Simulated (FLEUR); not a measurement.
# BiTe (P1) in FLEUR: convergence with Kmax, part 2 of 2

FLEUR MaX-R8.1 (later development tree). The steps go on from the part before.

**9. With Kmax 5.5**

Input file inp.xml:

```xml
<?xml version="1.0" encoding="UTF-8" standalone="no"?>
<fleurInput fleurInputVersion="0.39">
   <comment>
      BiTe                                                                                                
   </comment>
   <calculationSetup>
      <cutoffs Kmax="5.5" Gmax="16.5" GmaxXC="16.5" numbands="0"/>
      <scfLoop itmax="60" minDistance="0.00001" maxIterBroyd="15" imix="Anderson" alpha="0.05" precondParam="0.0" spinf="2.0" sdNocoIR="T"/>
      <coreElectrons ctail="T" frcor="F" kcrel="0" coretail_lmax="0"/>
      <xcFunctional name="PBEs" relativisticCorrections="F"/>
      <magnetism jspins="1"/>
      <soc l_soc="F" theta="0.0" phi="0.0" spav="F"/>
      <expertModes spex="0" secvar="F"/>
      <geometryOptimization l_f="T" forcealpha="1.0" forcemix="BFGS" epsdisp="0.0005" epsforce="0.0002"/>
      <ldaU l_linMix="F" mixParam="0.05" spinf="1.0"/>
   </calculationSetup>
   <cell>
      <bzIntegration valenceElectrons="43.0" mode="hist" fermiSmearingEnergy="0.00183747">
         <kPointListSelection listName="default-1"/>
         <!-- k-points included here -->
         <xi:include xmlns:xi="http://www.w3.org/2001/XInclude" href="kpts.xml"> </xi:include>
      </bzIntegration>
      <!-- symmetry operations included here -->
      <xi:include xmlns:xi="http://www.w3.org/2001/XInclude" href="sym.xml"> </xi:include>
      <bulkLattice scale="1.0">
         <bravaisMatrix>
            <row-1>    0.0000000000000000     6.1132640130809994     6.1132640130809994</row-1>
            <row-2>    6.1132640130809994     0.0000000000000000     6.1132640130809994</row-2>
            <row-3>    6.1132640130809994     6.1132640130809994     0.0000000000000000</row-3>
         </bravaisMatrix>
      </bulkLattice>
   </cell>
   <atomSpecies>
      <species name="Bismuth (Bi)" element="Bi" atomicNumber="83">
         <mtSphere radius="2.66" gridPoints="879" logIncrement="0.015"/>
         <atomicCutoffs lmax="10" lnonsphr="10"/>
         <electronConfig flipSpins="F">
            <coreConfig>(1s1/2) (2s1/2) (2p1/2) (2p3/2) (3s1/2) (3p1/2) (3p3/2) (4s1/2) (3d3/2) (3d5/2) (4p1/2) (4p3/2) (5s1/2) (4d3/2) (4d5/2) (4f5/2) (4f7/2)</coreConfig>
            <valenceConfig>(5p1/2) (5p3/2) (6s1/2) (5d3/2) (5d5/2) (6p1/2) (6p3/2)</valenceConfig>
            <stateOccupation state="(6p1/2)" spinUp="0.500000" spinDown="0.500000"/>
            <stateOccupation state="(6p3/2)" spinUp="1.000000" spinDown="1.000000"/>
         </electronConfig>
         <energyParameters s="6" p="6" d="5" f="5"/>
         <lo type="SCLO" l="1" n="5" eDeriv="0"/>
         <lo type="SCLO" l="1" n="5" eDeriv="1"/>
         <lo type="SCLO" l="0" n="6" eDeriv="2"/>
         <lo type="SCLO" l="2" n="5" eDeriv="2"/>
         <lo type="SCLO" l="3" n="5" eDeriv="2"/>
      </species>
      <species name="Tellurium (Te)" element="Te" atomicNumber="52">
         <mtSphere radius="2.66" gridPoints="879" logIncrement="0.015"/>
         <atomicCutoffs lmax="10" lnonsphr="10"/>
         <electronConfig flipSpins="F">
            <coreConfig>(1s1/2) (2s1/2) (2p1/2) (2p3/2) (3s1/2) (3p1/2) (3p3/2) (4s1/2) (3d3/2) (3d5/2)</coreConfig>
            <valenceConfig>(4p1/2) (4p3/2) (5s1/2) (4d3/2) (4d5/2) (5p1/2) (5p3/2)</valenceConfig>
            <stateOccupation state="(5p1/2)" spinUp="0.666667" spinDown="0.666667"/>
            <stateOccupation state="(5p3/2)" spinUp="1.333333" spinDown="1.333333"/>
         </electronConfig>
         <energyParameters s="5" p="5" d="5" f="4"/>
         <lo type="SCLO" l="1" n="4" eDeriv="0"/>
         <lo type="SCLO" l="1" n="4" eDeriv="1"/>
         <lo type="SCLO" l="2" n="4" eDeriv="0"/>
         <lo type="SCLO" l="2" n="4" eDeriv="1"/>
         <lo type="SCLO" l="0" n="5" eDeriv="2"/>
         <lo type="SCLO" l="3" n="4" eDeriv="2"/>
      </species>
   </atomSpecies>
   <atomGroups>
      <atomGroup species="Bismuth (Bi)">
         <relPos label="                   1">-.0170560000 -.0088040000 .0238150000</relPos>
         <force calculate="T" relaxXYZ="TTT"/>
      </atomGroup>
      <atomGroup species="Tellurium (Te)">
         <relPos label="                   2">.4961140000 .4922550000 -.4978130000</relPos>
         <force calculate="T" relaxXYZ="TTT"/>
      </atomGroup>
   </atomGroups>
   <output dos="F" band="F" slice="F">
      <checks vchk="F" cdinf="F"/>
      <bandDOS minEnergy="-.5*Htr" maxEnergy="0.5*Htr" sigma="0.015" storeEVData="T"/>
      <vacuumDOS vacdos="F" integ="F" star="F" nstars="0" locx1="0.0" locy1="0.0" locx2="0.0" locy2="0.0" nstm="0" tworkf="0.0"/>
      <unfoldingBand unfoldBand="F" supercellX="1" supercellY="1" supercellZ="1"/>
      <plotting iplot="0" polar="F">
         <plot TwoD="T" vec1="  1.0  0.0  0.0" vec2="  0.0  1.0  0.0" vec3="  0.0  0.0  1.0" zero="  0.0  0.0  0.0" file="plot"/>
      </plotting>
      <chargeDensitySlicing numkpt="0" minEigenval="0.0" maxEigenval="0.0" nnne="0" pallst="F"/>
      <specialOutput eonly="F"/>
      <moessbauerParams electricFieldGradient="T" isomerShift="T" coreHyperfine="T" valenceHyperfine="T"/>
      <magneticCircularDichroism mcd="F" energyLo="-10.0" energyUp="0.0"/>
   </output>
  <!-- We include the file relax.xml here to enable relaxations (see documentation) -->
  <xi:include xmlns:xi="http://www.w3.org/2001/XInclude" href="relax.xml"> <xi:fallback/> </xi:include>
</fleurInput>
```

Input file crystal.txt:

```
BiTe
&input cartesian=F /
0.0000000000  3.2350000000  3.2350000000
3.2350000000  0.0000000000  3.2350000000
3.2350000000  3.2350000000  0.0000000000
1.8897261246
1.0 1.0 1.0

2
83 -0.0170560000  -0.0088040000  0.0238150000
52 0.4961140000  0.4922550000  0.5021870000

&kpt div1=3 div2=3 div3=3 gamma=T /
```

Potentials or basis: all-electron, FLAPW.

Launch:

```bash
inpgen -f crystal.txt -profile fastHighL
# inp.xml edited to the form shown
fleur_MPI
```

The log of the run:

```text
Welcome to FLEUR        (www.flapw.de)
      MaX-Release 8.1          (www.max-centre.eu)

 ========== k-point set info ==========
 Selected k-point list: default-1
 k-point list type: mesh
 3 x 3 x 3
 Number of k points: 14

 ------------Calculation Setup---------------------------
 Number of MPI-tasks      :            1
 Number of PE/node        :            1
 Number of OMP-threads    :            1
 Most efficient MPI parallelization for:
           1           2           7          14
 Additional eigenvalue parallelization possible
 Number of basis functions:         1376
 Approximate size of matrices (H+S) per k-point:         0.056 GB
 --------------------------------------------------------
 Iteration:     1   Distance:       8.95974140 me/bohr^3
 Iteration:     2   Distance:       8.40932930 me/bohr^3
 Iteration:     3   Distance:       3.13797892 me/bohr^3
 Iteration:     4   Distance:       0.91837574 me/bohr^3
 Iteration:     5   Distance:       0.65554810 me/bohr^3
 Iteration:     6   Distance:       0.09817560 me/bohr^3
 Iteration:     7   Distance:       0.05220189 me/bohr^3
 Iteration:     8   Distance:       0.03086974 me/bohr^3
 Iteration:     9   Distance:       0.00237561 me/bohr^3
 Iteration:    10   Distance:       0.00121813 me/bohr^3
 Iteration:    11   Distance:       0.00086015 me/bohr^3
 Iteration:    12   Distance:       0.00014326 me/bohr^3
 Iteration:    13   Distance:       0.00003720 me/bohr^3
 Iteration:    14   Distance:       0.00003458 me/bohr^3
 Iteration:    15   Distance:       0.00000467 me/bohr^3
 Reset of history

 ********************************************************************
 Run finished successfully
 Stop message:
   Structural relaxation: new displacements generated
 ********************************************************************
```

out.xml (last iteration):

```text
<iteration numberForCurrentRun="   16" overallNumber="   16">
         <energyParameters units="Htr">
            <atomicEP atomType="1" spin="1" branch="6s" branchLowest="-5.37" branchHighest="0.40" value="-0.1414033064"/>
            <atomicEP atomType="1" spin="1" branch="6p" branchLowest="-3.09" branchHighest="1.24" value="0.1855662340"/>
            <atomicEP atomType="1" spin="1" branch="5d" branchLowest="-15.34" branchHighest="-0.53" value="-0.5316801503"/>
            <atomicEP atomType="1" spin="1" branch="5f" branchLowest="-5.18" branchHighest="1.74" value="0.5417817871"/>
            <loAtomicEP atomType="1" spin="1" branch="5p" branchLowest="-24.56" branchHighest="-3.09" value="-3.1660683313"/>
            <loAtomicEP atomType="1" spin="1" branch="5p" branchLowest="-24.56" branchHighest="-3.09" value="-3.1660683313"/>
            <loAtomicEP atomType="1" spin="1" branch="6s" branchLowest="-5.37" branchHighest="0.40" value="-0.1414033064"/>
            <loAtomicEP atomType="1" spin="1" branch="5d" branchLowest="-15.34" branchHighest="-0.53" value="-0.5684849756"/>
            <loAtomicEP atomType="1" spin="1" branch="5f" branchLowest="-5.18" branchHighest="1.74" value="0.5417649607"/>
            <atomicEP atomType="2" spin="1" branch="5s" branchLowest="-5.59" branchHighest="0.32" value="-0.1497339757"/>
            <atomicEP atomType="2" spin="1" branch="5p" branchLowest="-3.75" branchHighest="0.95" value="0.1534744468"/>
            <atomicEP atomType="2" spin="1" branch="5d" branchLowest="-1.08" branchHighest="2.04" value="0.4036913888"/>
            <atomicEP atomType="2" spin="1" branch="4f" branchLowest="-9.99" branchHighest="1.55" value="0.5621449034"/>
            <loAtomicEP atomType="2" spin="1" branch="4p" branchLowest="-29.06" branchHighest="-3.75" value="-3.7657685340"/>
            <loAtomicEP atomType="2" spin="1" branch="4p" branchLowest="-29.06" branchHighest="-3.75" value="-3.7657685340"/>
            <loAtomicEP atomType="2" spin="1" branch="4d" branchLowest="-20.12" branchHighest="-1.08" value="-1.0847725479"/>
            <loAtomicEP atomType="2" spin="1" branch="4d" branchLowest="-20.12" branchHighest="-1.08" value="-1.0847725479"/>
            <loAtomicEP atomType="2" spin="1" branch="5s" branchLowest="-5.59" branchHighest="0.32" value="-0.1497339757"/>
            <loAtomicEP atomType="2" spin="1" branch="4f" branchLowest="-9.99" branchHighest="1.55" value="0.5621447656"/>
         </energyParameters>
         <eigenvalues>
            <eigenvaluesAt spin="1" ikpt="1" k_x="0.00000000" k_y="0.00000000" k_z="0.00000000">
                      -3.7542183813       -3.7541439757       -3.7541048042       -3.0930512874       -3.0928427962
                      -3.0927354321       -1.0880846462       -1.0879739992       -1.0878790021       -1.0878566586
                      -1.0877900452       -0.5734713413       -0.5731907409       -0.5730416604       -0.5729965466
                      -0.5728062780       -0.2203591716       -0.0221944498        0.1841376689        0.1848493114
                       0.1852776994        0.3549162212        0.3555700616        0.3563700850        0.4493197314
                       0.4497773222        0.4505608103        0.4969700230        0.5130148786        0.5249349240
                       0.5250199666        0.9010378874        0.9015545173
            </eigenvaluesAt>
            <eigenvaluesAt spin="1" ikpt="2" k_x="0.00000000" k_y="0.00000000" k_z="0.33333333">
                      -3.7542183857       -3.7541439821       -3.7541048181       -3.0930513493       -3.0928428825
                      -3.0927355645       -1.0880794830       -1.0879716355       -1.0878646054       -1.0878439479
                      -1.0877811429       -0.5736081586       -0.5733450103       -0.5729202095       -0.5728135849
                      -0.5726943770       -0.1850021984       -0.0906564794        0.1969883856        0.1978974654
                       0.2067068266        0.2712411375        0.2785190464        0.2791432668        0.4755873044
                       0.5181335872        0.5181744749        0.6224392811        0.6667313823        0.6668559695
                       0.6987695518        0.7107571141        0.7108349454
[... 4 lines left out ...]
                      -1.0877779553       -0.5735950072       -0.5732592724       -0.5729934432       -0.5728847442
                      -0.5726500631       -0.1846447493       -0.0913332757        0.1972555869        0.1974134197
                       0.2071065105        0.2707247556        0.2792841907        0.2797956726        0.4755767686
[... 62 lines left out ...]
               <shell n="2" l="0" isomerShift="415926.22522"/>
               <shell n="2" l="1" isomerShift="34096.30473"/>
               <shell n="3" l="0" isomerShift="96472.36465"/>
               <shell n="3" l="1" isomerShift="8886.28371"/>
               <shell n="4" l="0" isomerShift="25114.56585"/>
               <shell n="3" l="2" isomerShift="0.00372"/>
               <shell n="4" l="1" isomerShift="2288.51972"/>
               <shell n="5" l="0" isomerShift="5504.70966"/>
               <shell n="4" l="2" isomerShift="0.00105"/>
               <shell n="4" l="3" isomerShift="0.00000"/>
            </coreIsomerShift>
            <coreIsomerShift atomType="2" isTotal="231852.29189">
               <shell n="1" l="0" isomerShift="201377.32154"/>
               <shell n="2" l="0" isomerShift="23973.01134"/>
               <shell n="2" l="1" isomerShift="631.57606"/>
               <shell n="3" l="0" isomerShift="4736.38070"/>
               <shell n="3" l="1" isomerShift="135.36032"/>
               <shell n="4" l="0" isomerShift="998.64189"/>
               <shell n="3" l="2" isomerShift="0.00003"/>
            </coreIsomerShift>
            <isomerShift atomType="1" nucleusRadius="0.0001402" averageDensity="3257895.00162"/>
            <isomerShift atomType="2" nucleusRadius="0.0001189" averageDensity="231977.42849"/>
            <electricFieldGradient atomType="1" VXX="-0.08148" VYY="-0.34968" VZZ="0.43116" asymParam="0.62205">
            </electricFieldGradient>
            <electricFieldGradient atomType="2" VXX="-0.01369" VYY="-0.06386" VZZ="0.07755" asymParam="0.64700">
            </electricFieldGradient>
         </moessbauerParams>
         <totalEnergy                                    value="   -28369.3557311832" units="Htr">
            <sumOfEigenvalues                            value="   -17493.4669591215">
               <coreElectrons value="-17436.4698867909"/>
               <valenceElectrons value="-56.9970723307"/>
            </sumOfEigenvalues>
            <densityCoulombPotentialIntegral value="-49163.8510846336"/>
            <densityEffectivePotentialIntegral value="-49909.2657370319"/>
            <chargeDenXCDenIntegral value="-566.1284563349"/>
            <FockExchangeEnergyValence value="0.0000000000"/>
            <FockExchangeEnergyCore value="0.0000000000"/>
            <atomTypeDependentContributions atomType="1">
               <electronNucleiInteractionDifferentMTs value="27328.6026186520"/>
               <MadelungTerm value="-44.3293225623"/>
            </atomTypeDependentContributions>
            <atomTypeDependentContributions atomType="2">
               <electronNucleiInteractionDifferentMTs value="8238.4602384402"/>
               <MadelungTerm value="-25.7083307874"/>
            </atomTypeDependentContributions>
            <tkbTimesEntropy value="0.0015052285"/>
            <freeEnergy value="-28369.3572364117"/>
            <extrapolationTo0K value="-28369.3564837974"/>
         </totalEnergy>
         <totalForcesOnRepresentativeAtoms units="Htr/bohr">
            <forceTotal atomType="1" x="0.091766" y="0.041320" z="-0.158089" F_x="-0.00047241" F_y="-0.00029412" F_z="0.00043275"/>
            <forceTotal atomType="2" x="-0.033978" y="-0.010386" z="6.042161" F_x="0.00047002" F_y="0.00029343" F_z="-0.00043131"/>
         </totalForcesOnRepresentativeAtoms>
      </iteration>
```

It took 12 min on 1 thread of Arm Neoverse V1, shared host; peak memory 0.28 GiB.

What came out:

* Free energy: -771969.5373 eV
* Largest force: 0.036 eV/Å
* Band gap on the k mesh: none (metal or under the smearing width)
* Valence electrons inside the program's atomic spheres: Bi 18.74; Te 20.05 (radii Bi 2.66, Te 2.66 bohr)

**10. The series at a glance**

```csv
Kmax,"energy less the tightest run, at zero smearing (meV/atom)",largest force (eV/Å),SCF cycles,CPU time (s),peak memory (GiB)
2.6,507.02,0.030,16,100,0.27
3,128.88,0.038,16,110,0.27
3.4,29.02,0.036,16,120,0.27
3.8,5.00,0.036,16,140,0.27
4.2,1.04,0.036,16,180,0.27
4.6,0.20,0.036,16,250,0.27
5,0.04,0.036,16,390,0.28
5.5,0.00,0.036,16,710,0.28
```

Against the tightest run, the energy stays within 1 meV/atom from 4.6 on; the largest force stays within 0.005 eV/Å from 3 on. The tightest run that finished is the yardstick and may itself not be fully converged.

Caveats: all runs use coarse meshes; the cutoff is high for the widest sphere, where the basis turns nearly dependent and energies can drift low; spin-orbit coupling is left out, which moves the levels of the heavy elements.
